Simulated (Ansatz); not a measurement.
The system is Ti3Ni.

```
CELL_PARAMETERS angstrom
3.93518 0.00000 0.00000
0.00000 3.93518 0.00000
0.00000 0.00000 3.93518
ATOMIC_POSITIONS crystal
Ni 0.00000 0.00000 0.00000
Ti 0.50000 0.50000 0.00000
Ti 0.50000 0.00000 0.50000
Ti 0.00000 0.50000 0.50000
```

The cell comes from a database or a generator and needn't be the stable form of this composition.

| Quantity | Value |
| --- | --- |
| Program | Ansatz 0.2.0 |
| Task | single point |
| Functional | PBEsol |
| Potentials or basis | all-electron LAPW, scalar-relativistic |
| Cutoff | 239 eV (chosen from the basis error) |
| Basis error allowed | 0.001 eV/atom |
| k mesh | 7 × 7 × 7 |
| Occupations | fermi-dirac, width 0.05 eV |
| Spin | collinear spin, ferromagnetic start |
| Starting moments | [1.0, 1.0, 1.0, 1.0] μB |

On this cell: pressure -5.1 GPa; largest force zero by symmetry; net moment 0.00 μB per cell; band gap on the k mesh none (metal or under the smearing width).

The same run follows on a disturbed copy (atoms moved at random, drawn with an rms of 0.05 Å):

```
CELL_PARAMETERS angstrom
3.93518 0.00000 0.00000
0.00000 3.93518 0.00000
0.00000 0.00000 3.93518
ATOMIC_POSITIONS crystal
Ni 0.99641 0.99244 0.99911
Ti 0.49790 0.50030 0.99932
Ti 0.49219 0.98582 0.50622
Ti 0.00393 0.51545 0.50813
```

Question: What changes?

Answer: The energy (extrapolated to zero smearing) moves by +12.3 meV/atom; pressure -4.7 GPa; largest force 0.805 eV/Å; net moment 0.00 μB per cell; band gap on the k mesh none (metal or under the smearing width).

Forces on the atoms (eV/Å):
```
Ni   0.006  0.115  0.070
Ti   0.142 -0.401  0.271
Ti   0.171  0.770 -0.164
Ti  -0.320 -0.484 -0.177
```

Stress tensor (GPa, compression positive):
```
-4.58 -0.04 -0.03
-0.04 -4.76  0.04
-0.03  0.04 -4.78
```

Caveats: the starting moments weren't kept.
